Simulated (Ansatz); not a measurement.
**PbS2: a single-point run**

Aim: a sound single-point run of PbS2. The structure is shown as the input types it. The cell is built on a prototype (CdCl2 type) and needn't be the phase found in nature.

Method: density functional or hybrid calculation with the settings of its input, plane waves (as first typed), in Ansatz 0.2.0.

2 further runs of the same task are left out: 2 that didn't finish.

## Step 1: The structure to begin with

The structure is trigonal, space group R-3m (No. 166). Conventional cell: a = 3.820 Å, b = 3.820 Å, c = 17.692 Å, α = 90.00°, β = 90.00°, γ = 120.00°. Around Pb (site symmetry -3m) lie 6 S at 2.68 Å. S (site symmetry 3m) is surrounded by 3 Pb at 2.68 Å.

Structure file:

```cif
data_structure
_symmetry_space_group_name_H-M 'P 1'
_symmetry_Int_Tables_number 1
_cell_length_a 6.2962
_cell_length_b 6.2962
_cell_length_c 6.2962
_cell_angle_alpha 35.316
_cell_angle_beta 35.316
_cell_angle_gamma 35.316
_cell_volume 74.52
loop_
_atom_site_label
_atom_site_type_symbol
_atom_site_fract_x
_atom_site_fract_y
_atom_site_fract_z
_atom_site_occupancy
Pb1 Pb 0.00000 0.00000 0.00000 1
S1 S 0.24725 0.24725 0.24725 1
S2 S 0.75275 0.75275 0.75275 1
```

## Step 2: Input and run

The input, input.yaml:

```yaml
crystal:
  lattice:
    - [1.9098773987, 1.1026682303, 5.8973836042]
    - [-1.9098773987, 1.1026682303, 5.8973836042]
    - [0.0, -2.2053364605, 5.8973836042]
  atoms:
    - { symbol: Pb, position: [0.0, 0.0, 0.0] }
    - { symbol: S, position: [0.2472450479, 0.2472450479, 0.2472450479] }
    - { symbol: S, position: [0.7527549521, 0.7527549521, 0.7527549521] }
kpoints:
  mp_grid: { grid: [6, 6, 6] }
hamiltonian:
  xc: pbesol
scf:
  occupations: { method: fermi_dirac, width: 0.02 }
  n_extra_bands: 4
  max_iter: 75
output:
  forces: true
  stress: true
  eigenvalues: true
basis:
  ecutwfc: 80
```

Run with:

```bash
ansatz run input.yaml --threads 4 --pin off --max-ram 3686MiB --backend cpu --events-out ev --progress --plain --runs-dir out
```

What happens when this is run?

The run converged and reported no error, with warnings (cutoff below recommended). Its log warns: «basis.ecutwfc = 80 eV is below the records' recommended 420 eV ...»

The suspect setting: basis.ecutwfc is 80. The cutoff lies far under what these potentials need. The potentials' recommended cutoff is 420 eV.

To check: delete basis.ecutwfc (the default then holds).
